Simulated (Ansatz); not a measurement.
A run of Ansatz 0.2.0 is set up as follows.

The input input.yaml:

```yaml
crystal:
  lattice:
    - [0.0, 2.372711, 11.053935]
    - [1.556774, 0.0, 11.053935]
    - [1.556774, 2.372711, 0.0]
  atoms:
    - { symbol: Ru, position: [0.0, 0.0, 0.0] }
    - { symbol: Ti, position: [0.590384, 0.590384, 0.409616] }
    - { symbol: Ti, position: [0.196926, 0.196926, 0.803074] }
    - { symbol: Ti, position: [0.803074, 0.803074, 0.196926] }
    - { symbol: Ti, position: [0.409616, 0.409616, 0.590384] }
hamiltonian:
  xc: pbesol
  pseudopotentials: { kind: paw }
kpoints:
  mp_grid: { grid: [10, 10, 10] }
  band_path:
    path:
      - [[0.0, 0.0, 0.0], [0.5, 0.0, 0.5], [1.0, 0.5, 0.5], [0.5, 0.5, 0.0], [0.0, 0.0, 0.0], [0.0, 0.3625806798, 0.3625806798], [0.5, 0.1473364804, 0.6473364804], [0.5, 0.0, 0.5]]
      - [[1.0, 0.5, 0.5], [1.0, 0.6374193202, 0.6374193202]]
      - [[0.0, 0.3625806798, 0.3625806798], [0.5, 0.8526635196, 0.3526635196], [0.5, 0.5, 0.0]]
      - [[0.5, 0.5, 0.5], [0.0, 0.0, 0.0]]
    npoints: 14
scf:
  occupations: { method: fermi_dirac, width: 0.05 }
  n_extra_bands: 12
output:
  forces: true
  stress: true
  eigenvalues: true
  fatbands: true
```

Potentials or basis: Ansatz PAW.

Run with:

```console
$ ansatz run input.yaml --threads 2 --pin off --max-ram 5632MiB --backend cpu --events-out ev --progress --plain --runs-dir out
```

Question: Estimate the pressure.

Answer: -5.3 GPa.

Question: What does it give for the largest force?

Answer: 0.259 eV/Å.

Question: Predict the band gap on the k mesh.

Answer: None (metal or under the smearing width).

Levels at the corners of the path, in eV from the Fermi level:
```csv
point,band 29,band 30,band 31,band 32,band 33,band 34
Γ,-0.27,-0.23,0.05,0.34,0.45,0.53
Y,-1.17,-1.10,0.53,0.56,0.75,0.77
T,-1.74,-0.22,-0.02,0.17,0.88,1.11
Z,-0.45,-0.27,0.17,0.20,0.31,0.59
Γ,-0.27,-0.23,0.05,0.34,0.45,0.53
X,-0.89,-0.86,-0.49,-0.47,-0.24,-0.04
A1,-0.96,-0.68,-0.65,-0.57,-0.47,0.94
Y,-1.17,-1.10,0.53,0.56,0.75,0.77
T,-1.74,-0.22,-0.02,0.17,0.88,1.11
X1,-0.89,-0.86,-0.49,-0.47,-0.24,-0.04
X,-0.89,-0.86,-0.49,-0.47,-0.24,-0.04
A,-0.96,-0.68,-0.65,-0.57,-0.47,0.94
Z,-0.45,-0.27,0.17,0.20,0.31,0.59
L,-0.66,-0.55,-0.40,-0.10,0.20,0.62
Γ,-0.27,-0.23,0.05,0.34,0.45,0.53
```

Caveat: the PAW data sets come from PBE, with cores solved anew for the run's functional, which leaves a small shift of forces and pressure.
